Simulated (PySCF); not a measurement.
# [FeO2]-: relaxation and vibrations of the quartet

Where does quartet [FeO2]- go from a end-on start, is the end point a minimum, and what are its modes, charges and moments?

Program: PySCF 2.14.0. Level of theory: PBE, basis Fe def2-SVPD, O def2-SVPD, no relativity, density fitting. These are calculated values, not measurements.

### 1 The starting structure

3 atoms, charge -1, spin multiplicity 4.

Bond lengths: Fe1–O2 1.844 Å, O2–O3 1.445 Å. Angles: Fe1–O2–O3 119.9°.

```xyz
3
charge -1 multiplicity 4
Fe    0.0000    0.0000    0.0000
O     0.0000    0.0000    1.8437
O     1.2528    0.0000    2.5637
```

### 2 First SCF at the start

The steps below are one call of a driver around PySCF. For each, scf.py gives the equivalent set-up of the SCF; relaxations use the driver's own optimiser. After this first run the driver tries any further starts and a stability analysis.

Contents of scf.py:

```python
from pyscf import gto, scf, dft
mol = gto.M(atom='''
Fe     0.000000     0.000000     0.000000
O      0.000000     0.000000     1.843700
O      1.252800     0.000000     2.563700''',
    basis={'Fe': 'def2-SVPD', 'O': 'def2-SVPD'},
    charge=-1, spin=3)
mf = dft.UKS(mol, xc='PBE')
mf.grids.atom_grid = (50, 194)
aux = {'Fe': 'def2-universal-JKFIT', 'O': 'def2-universal-JKFIT'}
mf = mf.density_fit(auxbasis=aux)
mf.conv_tol = 1e-08
mf.diis_space = 10
mf.max_cycle = 60
mf.init_guess = 'minao'
mf.verbose = 4
mf.kernel()
```

Launch:

```
$ OMP_NUM_THREADS=2 python axn.py task.json out
```

Further steps of the session: Relaxation: end-on start, quartet; Hessian and properties.

**Question.** What will these runs give? Wanted: minimum; geometry; wavenumbers; dipole moment; highest occupied, lowest empty level; polar-tensor charge of Fe1; zero-point energy; ⟨S²⟩.

As calculated:

| quantity | value |
| --- | --- |
| minimum | quartet, Cs |
| geometry | Fe–O 1.767 Å, Fe–O 1.936 Å, O–O 1.433 Å; Fe–O–O 61.1°, Fe–O–O 73.6°, O–Fe–O 45.3° |
| wavenumbers (cm⁻¹) | 255 (a'), 553 (a'), 841 (a') |
| dipole moment (centre of mass) | 0.30 D |
| highest occupied, lowest empty level (either spin) | 1.49, 1.56 eV |
| polar-tensor charge of Fe1 | -0.13 e |
| zero-point energy | 9.9 kJ/mol |
| entropy at 298.15 K | 281.4 J/(mol K) |
| ⟨S²⟩ | 3.998 |

The molecule stays Cs, as typed, and the end point is a minimum. The strongest infrared band lies at 841 cm⁻¹ (a'). Most of the spin sits on Fe1 (Mulliken spin 2.94, against 3 for the whole molecule). Other starts or spin states, not run here, may lie lower. The determinant is spin-contaminated (⟨S²⟩ = 4.00, pure value 3.75). The highest occupied level lies above zero: either self-interaction error lifts it or the extra electron is not bound, and the basis holds it in place. Open d and f shells are described by one determinant, and the ground state may have another occupation or spin.
